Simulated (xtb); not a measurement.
**GFN0-xTB run of quartet CH4FOSn**

We compute an optimisation with harmonic vibrations of quartet CH4FOSn. 

The calculation is run with xtb 6.7.1.

2 further runs of the same task are left out: 2 set aside as unsound or not needed.

### 1 The molecule

The species is CH4FOSn (8 atoms), meant as a quartet with charge 0. As SMILES of the parent species, `[CH3][Sn]([OH])[F]`. The shape was relaxed beforehand at GFN2-xTB. This is one conformer, not always the lowest. The run starts from this shape.

Bond lengths: C1–Sn2 2.476 Å, Sn2–O3 2.058 Å, Sn2–F4 2.096 Å, C1–H5 1.080 Å, C1–H6 1.081 Å, C1–H7 1.080 Å, O3–H8 0.956 Å. Angles: C1–Sn2–O3 103.3°, C1–Sn2–F4 103.6°, O3–Sn2–F4 97.7°, Sn2–C1–H5 104.4°, Sn2–C1–H6 107.5°, Sn2–C1–H7 100.2°, Sn2–O3–H8 119.7°, H5–C1–H6 114.6°, H5–C1–H7 114.1°, H6–C1–H7 114.1°.

### 2 An optimisation with harmonic vibrations at GFN0-xTB

File struc.xyz:

```xyz
8
CH4FOSn
C      0.466030     1.191140    -0.811510
Sn    -1.087130    -0.592410    -0.080220
O     -0.677750    -0.782510     1.928130
F     -0.152150    -2.353760    -0.725970
H      0.405070     1.936080    -0.031670
H      0.137510     1.529620    -1.784080
H      1.396230     0.641970    -0.825900
H     -0.395620    -1.627210     2.275410
```

Started as:

```bash
xtb struc.xyz -u 3 --gfn 0 --ohess extreme -P 1 > run.log 2> xtb.err
```

What values should one expect? Wanted: total energy at the end; dipole moment; HOMO energy; LUMO energy; dispersion energy; mean polarisability; lowest harmonic wavenumber; highest harmonic wavenumber; zero-point energy.

**Answer.** As computed:

At GFN0-xTB:

| quantity | value |
| --- | --- |
| total energy at the end | -13.72229 Eh |
| dipole moment | 7.05 D |
| HOMO energy (partly filled) | -10.53 eV |
| LUMO energy | -5.80 eV |
| dispersion energy | -4.12 kJ/mol |
| mean polarisability (D4 model) | 67.4 bohr³ |
| lowest harmonic wavenumber | 82 cm⁻¹ |
| highest harmonic wavenumber | 3192 cm⁻¹ |
| zero-point energy | 122.7 kJ/mol |

At the final geometry: Bond lengths: C1–Sn2 2.291 Å, Sn2–F4 1.950 Å, C1–H5 1.110 Å, C1–H6 1.077 Å, C1–H7 1.080 Å, Sn2–H8 1.898 Å. Angles: C1–Sn2–F4 92.3°, C1–Sn2–H8 78.1°, F4–Sn2–H8 83.2°, Sn2–C1–H5 99.7°, Sn2–C1–H6 112.4°, Sn2–C1–H7 105.7°, H5–C1–H6 112.0°, H5–C1–H7 112.3°, H6–C1–H7 113.8°. All 18 modes are real, so the shape is a minimum at this level.
